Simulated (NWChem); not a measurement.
# GeH3F (fluorogermane): B3LYP/aug-cc-pVDZ

Aim: the electronic atomisation energy of GeH3F (fluorogermane) at B3LYP/aug-cc-pVDZ, from 4 runs. 

The calculation is run with NWChem 7.3.0.

### 1 The system as given

GeH3F: 5 atoms, total charge 0, spin state singlet. As SMILES, `[F][GeH3]`. The coordinates come from a PBE0-D4/def2-TZVP relaxation.

Bond lengths: F1–Ge2 1.742 Å, Ge2–H3 1.533 Å, Ge2–H4 1.533 Å, Ge2–H5 1.533 Å. Angles: F1–Ge2–H3 106.2°, F1–Ge2–H4 106.2°, F1–Ge2–H5 106.3°, H3–Ge2–H4 112.5°, H3–Ge2–H5 112.5°, H4–Ge2–H5 112.5°.

### 2 A single-point energy at B3LYP/aug-cc-pVDZ (run 1)

Contents of sp.nw:

```
start sp
title "FGeH3"
memory total 2200 mb
charge 0

geometry units angstroms noautosym nocenter noautoz
 F    -1.046500    0.474300    1.162200
 Ge    0.068200   -0.041600   -0.072800
 H     1.331000   -0.512000    0.658600
 H    -0.627800   -1.178000   -0.831200
 H     0.325100    1.183600   -0.958100
end

basis spherical bse
 F library aug-cc-pVDZ
 Ge library aug-cc-pVDZ
 H library aug-cc-pVDZ
end

dft
 xc b3lyp
 grid fine
 convergence energy 1e-08
 maxiter 100
 mulliken
 print low
end

task dft energy
```

Started as:

```console
$ nwchem sp.nw > sp.out
```

Log:

```text
[...]
 d= 0,ls=0.0,diis     1  -2178.6395589908 -2.31D+03  1.50D-02  5.06D-01     7.9
[...]
 d= 0,ls=0.0,diis     8  -2178.6996606180  7.19D-11  4.01D-07  4.87D-09    38.9
         Total DFT energy =    -2178.699660618027
      One electron energy =    -3287.130165733874
           Coulomb energy =     1072.377796111534
    Exchange-Corr. energy =      -90.646330108969
 Nuclear repulsion energy =      126.699039113282
[...]
      Total Density - Mulliken Population Analysis
     ---------------------------------------------
    Atom       Charge   Shell Charges
 -----------   ------   -------------------------------------------------------
    1 F    9     9.60   2.01  0.89  1.03  0.14  3.32  2.04  0.16  0.00  0.01
    2 Ge  32    31.99   2.00  2.00  2.03  0.91  0.48  0.03  6.00  6.01  1.41  0.89  0.01  9.92  0.25  0.05
    3 H    1     0.80   0.73  0.08 -0.01  0.01 -0.01
    4 H    1     0.80   0.73  0.08 -0.01  0.01 -0.01
    5 H    1     0.80   0.73  0.08 -0.01  0.01 -0.01
[...]
```

Run time: 40 s. Hardware: 1 thread of Intel Xeon Platinum 8488C (Sapphire Rapids), shared host; peak memory 0.11 GiB.

### 3 The F atom at the same level (run 2)

Contents of geom.nw:

```
start geom
memory stack 880 mb heap 220 mb global 1100 mb

geometry units angstroms noautosym nocenter noautoz
F      0.000000     0.000000     0.000000
end

basis spherical bse
* library aug-cc-pVDZ
end

dft
xc b3lyp
mult 2
grid fine
convergence energy 1e-08
maxiter 100
mulliken
noprint "final vectors analysis"
end

task dft energy
```

Run the same way, it converges to -99.73950 Eh (log not shown).

Run 3 isn't shown in full; the table further down has it.

### 4 The H atom, same level (run 4)

Contents of h.nw:

```
start h
title "H energy"
memory stack 880 mb heap 220 mb global 1100 mb
charge 0
geometry units atomic noautosym nocenter noautoz
  H    0.00000000   0.00000000   0.00000000
end
basis "ao basis" spherical bse
  * library aug-cc-pVDZ
end
dft
  xc b3lyp
  mult 2
  grid fine
  convergence energy 1e-08
  maxiter 100
  mulliken
  print low
end
task dft energy
```

Run the same way, it converges to -0.50166 Eh (log not shown).

### 5 Overview of the runs

| run | level | partner | energy (Eh) | wall time |
| --- | --- | --- | --- | --- |
| 1 | B3LYP/aug-cc-pVDZ | base | -2178.699661 | 40 s |
| 2 | UB3LYP/aug-cc-pVDZ | atoms | -99.739495 | 0.93 s |
| 3 | UB3LYP/aug-cc-pVDZ | atoms | -2076.938360 | 13 s |
| 4 | UB3LYP/aug-cc-pVDZ | atoms | -0.501657 | 0.62 s |

### 6 Summary of results

Level: B3LYP/aug-cc-pVDZ.

| quantity | value |
| --- | --- |
| H atom: total energy | -0.50166 Eh |
| H atom: ⟨S²⟩ | 0.750 |
| electronic atomisation energy | 14.064 eV |

Taking the molecule apart into free atoms costs 14.06 eV (1357 kJ/mol), before zero-point energy and without spin-orbit coupling. All runs together took 54 s, the longest 40 s.
